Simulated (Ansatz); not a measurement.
# CH6ClNSSi: one species, many methods

How much do the methods differ for CH6ClNSSi? The plan is to run it at one geometry with functionals of several rungs and with coupled cluster. The yardstick is the atomisation energy at the CCSD(T) limit.

Program: Ansatz 0.2.0, Gaussian basis. Level of theory: functionals in def2-TZVPP, the program's frozen cores in correlated methods. These are calculated values, not measurements.

Plan: PBE-D4, r2SCAN-D4, PBE0-D4, B3LYP-D4, ωB97X-V, ωB97M-V, B2PLYP; CCSD(T)/def2-TZVPP; MP2/def2-QZVPP; extrapolation to the limit.

## (1) The relaxed structure

All runs share one geometry, relaxed beforehand with PBE0-D4 in a triple-zeta def2 set.

SMILES `N[SiH](S)CCl`, 11 atoms, charge 0, spin multiplicity 1.

Atoms are counted from 1 here; the program's logs count them from 0.

Bond lengths: N1–Si2 1.709 Å, N1–H6 1.009 Å, N1–H7 1.008 Å, Si2–S3 2.142 Å, Si2–C4 1.882 Å, Si2–H8 1.483 Å, S3–H9 1.345 Å, C4–Cl5 1.791 Å, C4–H10 1.090 Å, C4–H11 1.089 Å. Angles: Si2–N1–H6 117.9°, Si2–N1–H7 119.7°, H6–N1–H7 110.7°, N1–Si2–S3 118.2°, N1–Si2–C4 105.8°, N1–Si2–H8 109.6°, S3–Si2–C4 109.0°, S3–Si2–H8 103.1°, C4–Si2–H8 111.1°, Si2–S3–H9 93.7°, Si2–C4–Cl5 109.2°, Si2–C4–H10 111.7°, Si2–C4–H11 112.1°, Cl5–C4–H10 107.1°, Cl5–C4–H11 107.3°, H10–C4–H11 109.3°.

As a file:

```xyz
11
charge 0, multiplicity 1
N    -1.4699    0.7809    0.2291
Si   -0.0828   -0.0880    0.7196
S     1.6441    1.0216    1.3318
C     0.3775   -1.1856   -0.7384
Cl    0.7049   -0.1583   -2.1689
H    -1.4781    1.1700   -0.7021
H    -1.9273    1.4007    0.8791
H    -0.4040   -0.9008    1.9181
H     1.8592    1.5294    0.1047
H    -0.4360   -1.8600   -1.0075
H     1.2779   -1.7669   -0.5448
```

## (2) PBE-D4 (GGA)

Input file in.yaml:

```yaml
crystal:
  periodic: [false, false, false]
  atoms:
    - {symbol: N, position_ang: [-1.469863, 0.780877, 0.229104]}
    - {symbol: Si, position_ang: [-0.082767, -0.087984, 0.719557]}
    - {symbol: S, position_ang: [1.644108, 1.021551, 1.331830]}
    - {symbol: C, position_ang: [0.377477, -1.185612, -0.738433]}
    - {symbol: Cl, position_ang: [0.704866, -0.158294, -2.168938]}
    - {symbol: H, position_ang: [-1.478132, 1.170043, -0.702086]}
    - {symbol: H, position_ang: [-1.927272, 1.400659, 0.879091]}
    - {symbol: H, position_ang: [-0.404012, -0.900771, 1.918079]}
    - {symbol: H, position_ang: [1.859233, 1.529393, 0.104730]}
    - {symbol: H, position_ang: [-0.436028, -1.859969, -1.007526]}
    - {symbol: H, position_ang: [1.277890, -1.766895, -0.544809]}
basis:
  gaussian: {orbitals: def2-TZVPP}
hamiltonian: {xc: pbe, dispersion: d4}
output: {forces: true, orbitals: {seedname: orbitals}}
```

Command:

```sh
$ ansatz run in.yaml --threads 4 --pin off --events-out ev --progress --plain --max-ram 10444MiB
```

After this run come: r2SCAN-D4 (meta-GGA); PBE0-D4 (hybrid); B3LYP-D4 (hybrid); ωB97X-V (range-separated); ωB97M-V (range-separated); B2PLYP (double hybrid); CCSD(T) in def2-TZVPP; MP2 in def2-QZVPP.

Q: Predict the results of all the runs planned. Wanted: atomisation energy, CCSD(T)/CBS; farthest; mean size of error, hybrid; mean size of error, range-separated; gap, smallest and largest; T1 diagnostic; triples share of the correlation energy.

As calculated:

```
                               quantity                                 value
        atomisation energy, CCSD(T)/CBS                             38.485 eV
    functionals within 0.192 eV (0.5 %)          r2SCAN-D4, PBE0-D4, B3LYP-D4
                               farthest                    B2PLYP (-0.663 eV)
             mean size of error, hybrid                              0.082 eV
    mean size of error, range-separated                              0.215 eV
              gap, smallest and largest  5.02 eV (PBE-D4), 11.83 eV (ωB97X-V)
                          T1 diagnostic                                0.0103
triples share of the correlation energy                                 4.1 %
```

**Reading.** PBE-D4 misses by +0.548 eV. Double hybrids carry the basis error of their MP2 part in triple zeta, and no dispersion term here, so their miss is partly the set-up's. The reference freezes the cores and leaves out relativity and excitations past (T), so misses under about 0.192 eV can't be ranked. Hartree-Fock recovers 71 % of the binding; the rest is correlation. Orbital gaps span 5.0 to 11.8 eV; exact exchange widens them.
